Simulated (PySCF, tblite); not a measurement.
**C₃H₁₁BN₂O: geometry, infrared bands and NMR shifts**

Aim: predict the infrared bands and NMR shifts of C₃H₁₁BN₂O (`CCCOB(N)N`).

Computed with tblite 0.8.0 and PySCF 2.14.0, with density-fitted response routines of our own, on a single molecule in the gas phase. Atoms are numbered from 0 throughout.

### Step 1. The starting structure

18 atoms, charge 0, multiplicity 1; geometry from: force field or distance geometry start.

Bonds of the start (Å): C0–C1 1.51, C1–C2 1.54, C2–O3 1.40, O3–B4 1.47, B4–N5 1.53, B4–N6 1.52, C0–H7 1.11, C0–H8 1.11, C0–H9 1.12, C1–H10 1.12, C1–H11 1.11, C2–H12 1.11, C2–H13 1.12, N5–H14 1.04, N5–H15 1.06, N6–H16 1.05, N6–H17 1.04.

### Step 2. Geometry optimisation with GFN2-xTB

What the job is given:

```
{"job": {"kind": "relax", "xc": "GFN2-xTB", "basis": "xTB"}, "charge": 0, "multiplicity": 1}
C     -2.896600    -0.225200    -0.265200
C     -1.725900     0.124100     0.626100
C     -0.382200    -0.080700    -0.088600
O      0.660700     0.260700     0.777600
B      1.944700     0.052500     0.098000
N      2.604000     1.214400    -0.640800
N      2.641800    -1.294200     0.153800
H     -2.905000     0.438700    -1.156300
H     -2.846200    -1.287200    -0.585900
H     -3.856800    -0.070200     0.298500
H     -1.752300    -0.533600     1.534700
H     -1.812700     1.174500     0.967200
H     -0.388700     0.587000    -0.980200
H     -0.318400    -1.145400    -0.415200
H      1.937200     1.554600    -1.367100
H      2.714100     1.990800     0.066400
H      3.586100    -1.134000     0.578500
H      2.787500    -1.620500    -0.826500
```

Started as:

```sh
$ OMP_NUM_THREADS=1 python probes_run.py task.json out
```

This one command runs all jobs of the session in turn.

Standard output:

```text
step      E/eV     max force
  0    -630.81523    2.442
  1    -631.06902    1.544
  2    -631.19094    0.678
  3    -631.20460    0.393
  4    -631.21116    0.212
  5    -631.21551    0.231
  6    -631.22565    0.258
  7    -631.23465    0.272
  8    -631.24580    0.244
  9    -631.25777    0.287
 10    -631.27360    0.384
 11    -631.29280    0.424
 12    -631.31650    0.359
 13    -631.34579    0.468
 14    -631.38476    0.510
 15    -631.44052    0.674
 16    -631.52223    0.801
 17    -631.63308    1.105
 18    -631.65888    1.725
 19    -631.84777    1.265
 20    -631.97891    1.024
 21    -632.19644    1.206
 22    -632.21871    1.753
 23    -632.32461    1.035
 24    -632.37512    0.477
 25    -632.43433    0.675
 26    -632.48817    0.880
 27    -632.54601    0.683
 28    -632.58441    0.469
 29    -632.60466    0.436
 30    -632.62082    0.330
 31    -632.62323    0.682
 32    -632.64075    0.325
 33    -632.64649    0.269
 34    -632.65611    0.283
 35    -632.66240    0.262
 36    -632.67604    0.296
 37    -632.68751    0.313
 38    -632.69997    0.249
 39    -632.70981    0.315
 40    -632.71948    0.281
 41    -632.72631    0.198
 42    -632.73103    0.159
 43    -632.73446    0.165
 44    -632.73771    0.228
 45    -632.74085    0.184
 46    -632.74344    0.118
 47    -632.74545    0.106
 48    -632.74737    0.095
 49    -632.74914    0.084
 50    -632.75051    0.085
 51    -632.75145    0.091
 52    -632.75230    0.073
 53    -632.75330    0.083
 54    -632.75436    0.065
 55    -632.75530    0.065
 56    -632.75620    0.072
 57    -632.75734    0.076
 58    -632.75882    0.086
 59    -632.76015    0.087
 60    -632.76090    0.071
 61    -632.76129    0.051
 62    -632.76167    0.042
 63    -632.76225    0.051
 64    -632.76298    0.061
 65    -632.76372    0.068
 66    -632.76438    0.081
 67    -632.76505    0.082
 68    -632.76580    0.073
 69    -632.76661    0.068
 70    -632.76755    0.090
 71    -632.76891    0.128
 72    -632.77115    0.155
 73    -632.77434    0.149
 74    -632.77770    0.125
 75    -632.78050    0.132
 76    -632.78243    0.131
 77    -632.78446    0.123
 78    -632.78758    0.107
 79    -632.79260    0.160
 80    -632.79574    0.129
 81    -632.79791    0.122
 82    -632.80060    0.122
 83    -632.80347    0.140
 84    -632.80528    0.109
 85    -632.80807    0.104
 86    -632.81142    0.124
 87    -632.81572    0.190
 88    -632.81945    0.200
 89    -632.81866    0.257
 90    -632.82323    0.110
 91    -632.82433    0.077
 92    -632.82634    0.106
 93    -632.82763    0.114
 94    -632.82859    0.060
 95    -632.82917    0.051
 96    -632.82957    0.053
 97    -632.82999    0.072
 98    -632.83045    0.050
 99    -632.83083    0.040
100    -632.83114    0.043
101    -632.83150    0.057
102    -632.83201    0.070
103    -632.83261    0.052
104    -632.83318    0.047
105    -632.83365    0.055
106    -632.83410    0.048
107    -632.83460    0.054
108    -632.83508    0.042
109    -632.83552    0.054
110    -632.83593    0.051
111    -632.83640    0.051
112    -632.83693    0.051
113    -632.83759    0.055
114    -632.83833    0.059
115    -632.83918    0.054
116    -632.83991    0.061
117    -632.84050    0.053
118    -632.84108    0.105
119    -632.84178    0.066
120    -632.84278    0.056
121    -632.84353    0.047
122    -632.84403    0.060
123    -632.84443    0.092
124    -632.84486    0.056
125    -632.84556    0.058
126    -632.84710    0.080
127    -632.84823    0.076
128    -632.84934    0.075
129    -632.85021    0.068
130    -632.85101    0.059
131    -632.85156    0.051
132    -632.85200    0.080
133    -632.85246    0.058
134    -632.85294    0.068
135    -632.85361    0.055
136    -632.85411    0.056
137    -632.85514    0.070
138    -632.85658    0.085
139    -632.85836    0.096
140    -632.86019    0.081
141    -632.86171    0.107
142    -632.86314    0.075
143    -632.86412    0.064
144    -632.86517    0.083
145    -632.86565    0.047
146    -632.86593    0.031
147    -632.86603    0.038
148    -632.86616    0.024
149    -632.86626    0.023
150    -632.86648    0.025
151    -632.86662    0.030
152    -632.86680    0.033
153    -632.86698    0.035
154    -632.86723    0.043
155    -632.86753    0.051
156    -632.86797    0.065
157    -632.86849    0.047
158    -632.86901    0.053
159    -632.86937    0.037
160    -632.86961    0.038
161    -632.86982    0.027
162    -632.87000    0.029
163    -632.87011    0.029
164    -632.87018    0.024
165    -632.87023    0.018
166    -632.87028    0.014
167    -632.87034    0.015
168    -632.87038    0.016
169    -632.87042    0.014
170    -632.87047    0.015
171    -632.87053    0.017
172    -632.87060    0.017
173    -632.87066    0.012
174    -632.87069    0.011
175    -632.87071    0.008
```

It took 3.1 s on 1 thread of Intel Xeon at 2.50GHz, shared host.

The steps of the relaxation: (not every step is listed)

```csv
step,energy from step 0 (eV),largest force (eV/Å)
0,0.0000,2.4416
1,-0.2538,1.5439
2,-0.3757,0.6782
3,-0.3894,0.3930
4,-0.3959,0.2116
5,-0.4003,0.2313
6,-0.4104,0.2584
7,-0.4194,0.2723
8,-0.4306,0.2437
24,-1.5599,0.4773
40,-1.9042,0.2813
56,-1.9410,0.0715
72,-1.9559,0.1548
88,-2.0042,0.1998
104,-2.0179,0.0474
120,-2.0275,0.0560
136,-2.0389,0.0557
152,-2.0516,0.0325
168,-2.0551,0.0163
170,-2.0552,0.0153
171,-2.0553,0.0171
172,-2.0554,0.0172
173,-2.0554,0.0121
174,-2.0555,0.0114
175,-2.0555,0.0082
```

Close pairs (by a distance rule), those that changed most:

```csv
bond,before (Å),after (Å),change (Å)
B4–N5,1.527,1.411,-0.115
B4–N6,1.517,1.418,-0.100
O3–B4,1.468,1.377,-0.091
N5–H15,1.056,1.002,-0.054
N6–H16,1.048,1.002,-0.045
N5–H14,1.043,1.002,-0.041
N6–H17,1.043,1.003,-0.041
C0–H9,1.124,1.087,-0.037
```

The end geometry stands in the next job.

### Step 3. Vibrational analysis with GFN2-xTB

What the job is given:

```
{"job": {"kind": "ir", "xc": "GFN2-xTB", "basis": "xTB"}, "charge": 0, "multiplicity": 1}
C     -2.669276    -0.655219     0.148849
C     -1.378346     0.138956     0.296903
C     -0.538886     0.109851    -0.984255
O      0.638068     0.861167    -0.861910
B      1.746605     0.421742    -0.174037
N      2.808769     1.346051    -0.075308
N      1.865284    -0.861928     0.415647
H     -3.285537    -0.239408    -0.645035
H     -2.454784    -1.693728    -0.095031
H     -3.239116    -0.630700     1.074594
H     -0.778915    -0.264447     1.115453
H     -1.604799     1.179499     0.535675
H     -1.108438     0.558082    -1.807822
H     -0.315484    -0.932768    -1.255477
H      2.728380     2.272055    -0.448754
H      3.667970     1.170226     0.408376
H      2.718015    -1.179249     0.836430
H      1.191729    -1.593865     0.290714
```

Standard output:

```text
mode    cm-1     km/mol
  1      63.7      0.33
  2      70.8      0.26
  3      90.8      0.06
  4     192.8     17.62
  5     216.6      0.84
  6     243.1      7.37
  7     284.0      0.95
  8     315.1      1.35
  9     328.3    390.70
 10     381.7      4.43
 11     407.4     25.04
 12     460.6     20.97
 13     503.6     31.25
 14     539.0     56.29
 15     767.2      3.44
 16     792.1      5.02
 17     804.3      7.56
 18     858.1     12.70
 19     907.6      3.87
 20     926.0     10.77
 21    1087.7      5.38
 22    1109.4     40.15
 23    1116.3     12.49
 24    1164.3      0.21
 25    1233.8      4.46
 26    1266.9    483.77
 27    1274.8     40.67
 28    1302.5     71.53
 29    1355.3    245.69
 30    1360.1     67.61
 31    1413.0      1.02
 32    1487.1      8.07
 33    1497.0      1.22
 34    1503.0      2.19
 35    1506.6      2.29
 36    1521.7    166.61
 37    1537.4    109.31
 38    2849.9     71.22
 39    2909.9     49.18
 40    2981.6     33.41
 41    2995.7     26.22
 42    3029.1     58.09
 43    3035.2     50.80
 44    3040.2     30.96
 45    3537.2      0.49
 46    3546.6      2.02
 47    3576.9      1.58
 48    3593.3      1.85
```

Run time: 1.5 s. Hardware: 1 thread of Intel Xeon at 2.50GHz, shared host.

The strongest bands and the atoms that carry them (share of the mass-weighted mode):

```
cm⁻¹  km/mol                                  atoms
 328   390.7  H15 32 %, H17 32 %, H16 17 %, N6 12 %
1267   483.8                       B4 51 %, O3 11 %
1302    71.5  H12 20 %, H11 19 %, C1 16 %, H10 14 %
1355   245.7                                B4 56 %
1360    67.6   H12 24 %, H13 17 %, C1 12 %, C2 11 %
1522   166.6            H15 38 %, H14 38 %, N5 17 %
1537   109.3            H17 39 %, H16 39 %, N6 13 %
2850    71.2                               H13 89 %
```

### Step 4. Nuclear shieldings: PBE0/pcSseg-1

Same as in step 3 but for these lines:

```diff
@@ -1,2 +1,2 @@
-{"job": {"kind": "ir", "xc": "GFN2-xTB", "basis": "xTB"}, "charge": 0, "multiplicity": 1}
+{"job": {"kind": "nmr", "xc": "PBE0", "basis": "pcSseg-1"}, "charge": 0, "multiplicity": 1}
 C     -2.669276    -0.655219     0.148849
```

Method: GIAO PBE0/pcSseg-1 NMR shielding, non-relativistic, gas phase.

Standard output:

```text
coarse grid: 14376 points
cycle   1  E = -330.0585805868  dE =  7.786e-01  |g| = 7.687e-01  |ddm| = 3.492e+00
cycle   2  E = -329.9850473338  dE =  7.353e-02  |g| = 1.009e+00  |ddm| = 1.377e+00
cycle   3  E = -330.1791343912  dE = -1.941e-01  |g| = 1.089e-01  |ddm| = 8.580e-01
cycle   4  E = -330.1810182388  dE = -1.884e-03  |g| = 4.029e-02  |ddm| = 8.476e-02
cycle   5  E = -330.1813260737  dE = -3.078e-04  |g| = 7.668e-03  |ddm| = 2.988e-02
cycle   6  E = -330.1813379311  dE = -1.186e-05  |g| = 2.098e-03  |ddm| = 6.537e-03
cycle   7  E = -330.1813389057  dE = -9.746e-07  |g| = 3.967e-04  |ddm| = 1.730e-03
final grid: 137120 points
cycle   8  E = -330.2262580593  dE = -4.362e-05  |g| = 1.275e-02  |ddm| = 2.859e-02
cycle   9  E = -330.2262290411  dE =  2.902e-05  |g| = 1.790e-02  |ddm| = 1.831e-02
cycle  10  E = -330.2262907437  dE = -6.170e-05  |g| = 1.679e-03  |ddm| = 1.111e-02
cycle  11  E = -330.2262913084  dE = -5.648e-07  |g| = 1.909e-04  |ddm| = 1.404e-03
cycle  12  E = -330.2262913147  dE = -6.289e-09  |g| = 6.892e-05  |ddm| = 1.720e-04
cycle  13  E = -330.2262913157  dE = -9.780e-10  |g| = 1.862e-05  |ddm| = 5.725e-05
converged SCF energy = -330.2262913157

GIAO shielding tensors (ppm)
atom      isotropic    diamagn.    paramagn.     s11        s22        s33       span
  0 C      175.550     246.421     -70.871    168.521    169.473    188.657     20.136
  1 C      158.138     250.767     -92.629    140.016    162.700    171.700     31.683
  2 C      116.752     246.056    -129.305     82.769    107.550    159.935     77.165
  3 O      251.693     395.665    -143.971    173.587    248.651    332.842    159.255
  4 B       80.043     194.665    -114.622     63.446     79.159     97.524     34.078
  5 N      221.150     316.470     -95.320    192.020    203.258    268.173     76.153
  6 N      227.119     319.551     -92.431    198.734    222.823    259.801     61.067
  7 H       30.968      28.700       2.268     26.600     28.814     37.491     10.891
  8 H       31.089      29.960       1.129     26.567     29.666     37.033     10.465
  9 H       30.551      28.119       2.432     26.023     27.824     37.805     11.782
 10 H       29.914      34.291      -4.376     24.833     30.561     34.349      9.516
 11 H       30.134      32.483      -2.349     25.641     29.965     34.796      9.155
 12 H       27.757      30.985      -3.228     22.643     28.649     31.978      9.335
 13 H       28.078      33.226      -5.148     24.054     28.628     31.551      7.496
 14 H       30.090      31.346      -1.256     23.418     27.371     39.480     16.062
 15 H       30.411      30.392       0.019     23.846     27.783     39.604     15.758
 16 H       30.271      31.850      -1.579     23.705     27.438     39.671     15.966
 17 H       30.302      34.769      -4.466     23.211     29.176     38.521     15.310
```

It took 77 s on 1 thread of Intel Xeon at 2.50GHz, shared host; peak memory 0.72 GiB.

Shifts follow as δ = σ(reference) − σ, with reference shieldings (ppm) from runs at the same level and on the same kind of geometry: 1H TMS 31.72, 13C TMS 186.9, 15N NH3 267.7, 17O H2O 336.1, 11B BF3·OEt2 100.1. The references are single molecules in the gas phase, so shifts against H2O, NH3, PH3, H3PO4 or CFCl3 are not on the usual liquid scales and can be off by tens of ppm. Atoms listed in one row are averaged.

```csv
atoms,environment,σ (ppm),δ (ppm),δ scaled to CDCl3
C2,sp3 CH2 bonded to O,116.8,70.2,66.6
C1,sp3 CH2,158.1,28.8,26.2
C0,methyl carbon,175.6,11.4,9.2
"H12, H13",hydrogen on an sp3 CH2 bonded to O,27.92,3.80,3.69
"H10, H11",hydrogen on an sp3 CH2,30.02,1.69,1.70
"H14, H15, H16, H17",hydrogen on a nitrogen bonded to B,30.27,1.45,–
"H7, H8, H9",hydrogen on a methyl carbon,30.87,0.85,0.90
O3,"oxygen bonded to C, B",251.7,84.4,–
B4,"boron bonded to 2 N, O",80.0,20.0,–
"N5, N6","nitrogen bonded to B, 2 H",224.1,43.6,–
```

The scaled column applies a straight-line fit of computed shieldings to shifts measured in CDCl3 (root-mean-square error 0.16 ppm for H, 1.9 ppm for C).

Charges from the same density, by scheme (e):

```
 atoms  Mulliken    IAO  Hirshfeld  ESP fit
    C0     -0.28  -0.42      -0.12    -0.40
    C1     -0.32  -0.26      -0.08     0.18
    C2      0.08  -0.04       0.01     0.13
    O3     -0.53  -0.43      -0.19    -0.53
    B4      0.56   0.42       0.21     0.89
N5, N6     -0.51  -0.63      -0.28    -1.15
```

Mayer bond orders: C0–C1 1.05, C1–C2 1.02, C2–O3 0.90, O3–B4 1.08, B4–N5 1.19, B4–N6 1.14.

Orbitals, density, ELF and potential are computed afterwards from the orbital file.

Frontier orbitals at PBE0/pcSseg-1, with the share of their density that lies nearest to each atom:

```csv
orbital,energy (eV),lies on
HOMO,-6.63,"N5 49 %; N6 25 %; H14, H15 about 6 % each"
LUMO,1.23,"H17 22 %; H13, H16 about 13 % each; H8, H10 about 8 % each"
```

ELF in a plane through or near 6 of the atoms.

Values, 10 rows by 14 columns:
```
0.00 0.00 0.00 0.00 0.00 0.00 0.00 0.00 0.00 0.00 0.00 0.00 0.00 0.00
0.00 0.00 0.00 0.00 0.00 0.00 0.00 0.00 0.00 0.00 0.00 0.00 0.00 0.00
0.00 0.00 0.00 0.74 0.57 0.01 0.11 0.00 0.00 0.00 0.00 0.00 0.00 0.00
0.00 0.00 0.03 0.96 0.90 0.09 0.83 0.05 0.15 0.04 0.46 0.25 0.00 0.00
0.00 0.00 0.45 0.68 0.40 0.31 0.78 0.23 0.60 0.48 0.93 0.62 0.01 0.00
0.00 0.00 0.90 0.82 0.36 0.37 0.10 0.19 0.51 0.82 0.30 0.18 0.01 0.00
0.00 0.00 0.01 0.01 0.35 0.63 0.50 0.04 0.24 0.35 0.63 0.07 0.00 0.00
0.00 0.00 0.00 0.43 0.98 0.59 0.66 0.03 0.00 0.03 0.11 0.00 0.00 0.00
0.00 0.00 0.00 0.00 0.44 0.04 0.02 0.00 0.00 0.00 0.00 0.00 0.00 0.00
0.00 0.00 0.00 0.00 0.00 0.00 0.00 0.00 0.00 0.00 0.00 0.00 0.00 0.00
```
The map spans 12.9 Å across and 9.1 Å up, centred on the molecule. Atoms in the plane (x, y in Å): C0 (2.7, -0.2), C1 (1.3, 0.2), N5 (-3.0, 0.7), H14 (-3.2, 1.7), H15 (-3.8, 0.1), H16 (-2.4, -1.9).

log10 of the density (e/Å³) in the same plane.

Ten even steps from ' ' (-4.0) to '@' (1.8):
```
                                                        
                                                        
                                                        
          ..::::::................                      
        ..::--==--::::----::::::::::........            
      ..::--++++++----======--------::::::::..          
      ::--==**##**==++++**++====++==========--::..      
    ..::==++**####++++******++++**++++++++++==::..      
    ..--==++##@@##**************************==--::      
    ..--++**######********++****%%########**==--::..    
    ..--==++************++==++******##@@##**==--::..    
      ::--======++**##**++==++++**++**##****==--::      
      ..::----==++######++==========++****++--::..      
          ..--++**######++==--------==++====--::..      
          ..--==******++++==--::::::------::::..        
            ::====++======--::........::::..            
            ..::--------::::..                          
              ....::::....                              
                                                        
                                                        
```
The map spans 12.9 Å across and 9.1 Å up, centred on the molecule. Atoms in the plane (x, y in Å): C0 (2.7, -0.2), C1 (1.3, 0.2), N5 (-3.0, 0.7), H14 (-3.2, 1.7), H15 (-3.8, 0.1), H16 (-2.4, -1.9).

On the surface of density 0.002 e/bohr³ the electrostatic potential runs, from the 1st to the 99th percentile, from -1.52 V near O3 to 1.51 V near H16.

### Step 5. Results

```
                                                               quantity                       value
                              strongest single infrared mode (GFN2-xTB)       1267 cm⁻¹, 484 km/mol
                                           zero-point energy (GFN2-xTB)               95.8 kcal/mol
                                 13C shifts against TMS (PBE0/pcSseg-1)        70.2, 28.8, 11.4 ppm
 1H shifts against TMS (PBE0/pcSseg-1, means over atoms taken as alike)  3.80, 1.69, 1.45, 0.85 ppm
                                 17O shifts against H2O (PBE0/pcSseg-1)                    84.4 ppm
                            11B shifts against BF3·OEt2 (PBE0/pcSseg-1)                    20.0 ppm
15N shifts against NH3 (PBE0/pcSseg-1, means over atoms taken as alike)                    43.6 ppm
                                  surface potential, 1st and 99th percentile          -1.52 V and 1.51 V
```

The optimisation took 175 steps and gained 2.055 eV; among the close pairs (by a distance rule), B4–N5 changed most, from 1.527 to 1.411 Å. No mode is imaginary among the 48: a minimum at this level. The strongest single mode, at 1267 cm⁻¹, moves mainly B4. Unscaled tight-binding wavenumbers are off by several per cent, some by more. Its intensities can rank the bands wrongly. At PBE0/pcSseg-1: Shielding is most anisotropic at O3 (span 159 ppm, paramagnetic term -144 ppm).
